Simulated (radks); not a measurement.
**Dipole-allowed lines with 48 electrons: In⁺, Sn²⁺, Sb³⁺**

An exercise on one series of results from a longer session: the logs are not shown, and one member is left open.

The numbers are computed with radks (a radial shooting solver on a logarithmic mesh, Libxc functionals) version 1 (scalar-relativistic Kohn-Sham, PBE, spin-unpolarised, spherical densities, finite nucleus), except any that are marked as measured or tabulated.

### The system

| Property | Result |
| --- | --- |
| species | In⁺ ([Kr] 4d10 5s2), Sn²⁺ ([Kr] 4d10 5s2), Sb³⁺ ([Kr] 4d10 5s2) |

The first run:

Input:

```text
Z 49
configuration [Kr] 4d10 5s2 5p0 6s0 4f0 5d0
relativity scalar-relativistic
functional pbe,pbe
spin unpolarised
nucleus finite rms 4.6156 fm
c 137.035999084
response adiabatic LDA kernel, real frequencies
```

The run is started by

```bash
python run_ks.py task.json out
```

All runs below come from this command, one after another.

Among the steps run: In⁺, [Kr] 4d10 5s2.

One table of the session follows, with a row left open; its other results are not shown here.

It belongs to the step «In⁺, [Kr] 4d10 5s2». Sizes of the orbitals, from the radial functions (bohr):

| level | <r> | outermost maximum (interpolated) | 90 % within | nodes |
| --- | --- | --- | --- | --- |
| 3s | ? | ? | ? | ? |
| 3p | 0.3471 | 0.309 | 0.522 | 1 |
| 3d | 0.3243 | 0.258 | 0.512 | 0 |
| 4s | 0.8481 | 0.770 | 1.23 | 3 |
| 4p | 0.9219 | 0.816 | 1.36 | 2 |
| 4d | 1.178 | 0.931 | 1.85 | 1 |
| 5s | 2.482 | 2.11 | 3.67 | 4 |
| 5p | 3.191 | 2.64 | 4.80 | 3 |

Q: Estimate the row for 3s from the others.

**Answer.** <r>: 0.3486; outermost maximum (interpolated): 0.316; 90 % within: 0.513; nodes: 2. In the column «<r>» it lies between 3p (0.3471) and 4s (0.8481).
